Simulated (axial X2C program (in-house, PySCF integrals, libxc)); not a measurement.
# A two-component session on GaF⁺: EOM-IP-CCSD levels

Wanted for GaF⁺: EOM-IP-CCSD levels, at the two-component level.

Program: an in-house X2C program for linear molecules on PySCF integrals. Level of theory: two-component X2C with atomic mean-field terms, Ga dyall-cv3z, F dyall-av3z. These are calculated values, not measurements.

## (1) The job

Input file task.json:

```json
{
 "zs": [
  31,
  9
 ],
 "q": 1,
 "bas": [
  "dyall-cv3z",
  "dyall-av3z"
 ],
 "r0": 1.88,
 "eom": "ip",
 "rq": 0,
 "thr": -2.0,
 "nmax": 95,
 "grid": [
  1,
  0.96,
  1.045,
  0.92,
  1.09,
  1.15
 ]
}
```

Keys: zs atomic numbers; q charge; bas basis sets; r0 starting distance in Å; eom kind of EOM run; thr threshold in hartree for freezing inner shells (an s shell follows its p shell); nmax most natural virtual spinors; grid distances as factors.

Started as:

```sh
$ python soeom.py task.json out
```

Nuclei are Gaussian, cores are contracted, and the Gaunt term is on.

## (2) EOM-IP-CCSD at 1.788 Å

Reference: the closed shell GaF; 20 electrons correlated, 82 virtual spinors; roots sought by Ω: 1/2: 4, 3/2: 3, 5/2: 1.

Output:

```text
two-component X2C + atomic mean field  HF
basis functions 162  fitting functions 899  grid points 5077
iter        total energy     max residual
   1      -2041.248204534     1.70e-01
   2      -2041.276701888     1.18e-02
   3      -2041.277805528     8.93e-03
   4      -2041.278340541     1.24e-03
   5      -2041.278382227     4.20e-04
   6      -2041.278387003     1.58e-04
   7      -2041.278387816     5.29e-05
   8      -2041.278387896     8.65e-06
   9      -2041.278387901     1.95e-06
  10      -2041.278387901     6.15e-07
converged
one-electron -3012.93866161  Coulomb 974.42311300  exact exchange -84.68455223  xc functional 0.00000000  nuclear repulsion 82.57295405  atomic mean-field constant -0.65124112
correlated 20  virtual 258  natural virtual 82  E(MP2) -0.823362737  MP2 remainder -0.122286336
iter   CCSD correlation   residual
   1     -0.646188907   1.50e-01
   2     -0.663894810   6.24e-02
   3     -0.667577224   2.10e-02
   4     -0.667179928   6.61e-03
   5     -0.667151198   1.74e-03
   6     -0.667174914   7.02e-04
   7     -0.667175782   2.38e-04
   8     -0.667174674   6.56e-05
   9     -0.667177168   2.03e-05
  10     -0.667176549   6.98e-06
  11     -0.667176721   2.15e-06
  12     -0.667176645   7.67e-07
  13     -0.667176639   2.54e-07
(T) -0.015029059  T1 0.0217  D1 0.0412  max T2 0.104
EOM-IP-CCSD roots
2*Omega      energy/Eh   energy/eV  one-particle weight
    1       0.38966149     10.6032      0.968
    1       0.49571073     13.4890      0.918
    1       0.56779317     15.4504      0.918
    1       0.70045456     19.0603      0.003
    3       0.49439364     13.4531      0.918
    3       0.70502754     19.1848      0.003
    3       0.83671156     22.7681      0.000
    5       0.85078458     23.1510      0.000
```

T1 in the output is the amplitude norm over the root of the electron number; divide by √2 for the Lee–Taylor value.

```
  Ω  vertical IE (eV)  above lowest (cm⁻¹)                          spinor  weight
1/2            10.603                    0  52% Ga sσ, 22% F pσ, 19% Ga pσ    0.97
3/2            13.453                22990                        93% F pπ    0.92
1/2            13.489                23280                        93% F pπ    0.92
1/2            15.450                39100             74% F pσ, 21% Ga sσ    0.92
```

It took 15 s on 1 thread of Arm Neoverse V2, shared host; peak memory 1.1 GiB.

## (3) EOM-IP-CCSD at 1.716 Å

```
  Ω  vertical IE (eV)  above lowest (cm⁻¹)                          spinor  weight
1/2            10.452                    0  54% Ga sσ, 20% Ga pσ, 19% F pσ    0.97
3/2            13.930                28050                        92% F pπ    0.92
1/2            13.966                28340                        92% F pπ    0.92
1/2            15.844                43490             77% F pσ, 18% Ga sσ    0.92
```

It took 16 s on 1 thread of Arm Neoverse V2, shared host; peak memory 1.1 GiB.

## (4) EOM-IP-CCSD at 1.869 Å

```
  Ω  vertical IE (eV)  above lowest (cm⁻¹)                          spinor  weight
1/2            10.750                    0  49% Ga sσ, 26% F pσ, 18% Ga pσ    0.97
3/2            12.970                17900                        94% F pπ    0.92
1/2            13.005                18190                        94% F pπ    0.92
1/2            15.061                34770             69% F pσ, 26% Ga sσ    0.92
```

Wall time 15 s (1 thread of Arm Neoverse V2, shared host); peak memory 1.1 GiB.

## (5) EOM-IP-CCSD at 1.645 Å

```
  Ω  vertical IE (eV)  above lowest (cm⁻¹)                          spinor  weight
1/2            10.280                    0  55% Ga sσ, 21% Ga pσ, 17% F pσ    0.97
3/2            14.430                33470                        91% F pπ    0.92
1/2            14.467                33770                        91% F pπ    0.92
1/2            16.248                48140             78% F pσ, 15% Ga sσ    0.92
```

It took 16 s on 1 thread of Arm Neoverse V2, shared host; peak memory 1.1 GiB.

## (6) EOM-IP-CCSD at 1.949 Å

```
  Ω  vertical IE (eV)  above lowest (cm⁻¹)                          spinor  weight
1/2            10.850                    0  45% Ga sσ, 32% F pσ, 17% Ga pσ    0.96
3/2            12.508                13370                        95% F pπ    0.92
1/2            12.543                13650                        95% F pπ    0.92
1/2            14.708                31120             63% F pσ, 33% Ga sσ    0.92
```

It took 16 s on 1 thread of Arm Neoverse V2, shared host; peak memory 1.2 GiB.

## (7) EOM-IP-CCSD at 2.056 Å

```
  Ω  vertical IE (eV)  above lowest (cm⁻¹)                          spinor  weight
1/2            10.890                    0  43% F pσ, 37% Ga sσ, 15% Ga pσ    0.95
3/2            11.928                 8370                        96% F pπ    0.92
1/2            11.963                 8660                        96% F pπ    0.92
1/2            14.333                27770             52% F pσ, 44% Ga sσ    0.93
```

It took 16 s on 1 thread of Arm Neoverse V2, shared host; peak memory 1.2 GiB.

## (8) Curves of the states

Energies in eV from the lowest point of the lowest state; states are followed by energy order within each Ω.

```
R (Å)  (1)Ω=1/2  (1)Ω=3/2  (2)Ω=1/2  (3)Ω=1/2
1.645    0.0194    4.1690    4.2065    5.9877
1.716    0.0000    3.4778    3.5143    5.3924
1.788    0.1128    2.9627    2.9985    4.9600
1.869    0.3356    2.5554    2.5907    4.6467
1.949    0.5925    2.2503    2.2854    4.4503
2.056    0.9164    1.9545    1.9896    4.3596
```

## (9) Results

| quantity | value |
| --- | --- |
| lowest root at 1.788 Å | Ω = 1/2, 10.603 eV |
| next root led by one particle | Ω = 3/2, about 22990 cm⁻¹ higher |
| T1 of the reference | 0.015 |

Removing an electron from the reference determinant of GaF costs 10.60 eV and empties a spinor of 52% Ga sσ, 22% F pσ, 19% Ga pσ. Errors of 0.1 to 0.3 eV are usual at this size, and roots led by higher excitations are left out, so the list is incomplete, and low states of that kind can be missing.
